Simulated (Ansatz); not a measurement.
**EuZn: a single-point run**

Wanted: a converged single-point run for EuZn, and a check of what comes out. The structure is shown as the input types it.

Program: Ansatz 0.2.0. Level of theory: DFT, LDA, all-electron LAPW, scalar-relativistic. These are calculated values, not measurements.

**1. The structure to begin with**

Symmetry: Pm-3m, No. 221, cubic system. Conventional cell: a = 3.808 Å, b = 3.808 Å, c = 3.808 Å, α = 90.00°, β = 90.00°, γ = 90.00°. Eu (site symmetry m-3m) has 8 Zn at 3.30 Å as nearest neighbours. Zn (site symmetry m-3m) has 8 Eu at 3.30 Å as nearest neighbours.

As a file:

```
CELL_PARAMETERS angstrom
3.80800 0.00000 0.00000
0.00000 3.80800 0.00000
0.00000 0.00000 7.61600
ATOMIC_POSITIONS crystal
Eu 0.00000 0.00000 0.00000
Eu 0.00000 0.00000 0.50000
Zn 0.50000 0.50000 0.25000
Zn 0.50000 0.50000 0.75000
```

**2. The calculation**

Input file input.yaml:

```yaml
crystal:
  lattice:
    - [3.808, 0.0, 0.0]
    - [0.0, 3.808, 0.0]
    - [0.0, 0.0, 7.616]
  atoms:
    - { symbol: Eu, position: [0.0, 0.0, 0.0], spin: 7.0 }
    - { symbol: Eu, position: [0.0, 0.0, 0.5], spin: 7.0 }
    - { symbol: Zn, position: [0.5, 0.5, 0.25] }
    - { symbol: Zn, position: [0.5, 0.5, 0.75] }
magnetization:
  spin_polarized: true
kpoints:
  mp_grid: { grid: [8, 8, 4] }
scf:
  occupations: { method: fermi_dirac, width: 0.08 }
  max_iter: 80
hamiltonian:
  xc: lda
  pseudopotentials: { kind: all_electron, lapw: { basis_error: 0.001 } }
output:
  forces: true
  stress: true
  eigenvalues: true
  populations: true
ecutwfc: 400
```

Command:

```console
$ ansatz run input.yaml --threads 2 --pin off --max-ram 6144MiB --backend cpu --events-out ev --progress --plain --runs-dir out
```

What happens when this is run?

The program refused the input before any cycle. The line that matters: «line 26 column 1: unknown field `ecutwfc`, expected one of crystal, accuracy, basis, kpoints, hamiltonian, magnetization, ...»

The suspect setting: ecutwfc is 400. A setting was typed under another program's name, or in the wrong section.

Fix: delete ecutwfc.
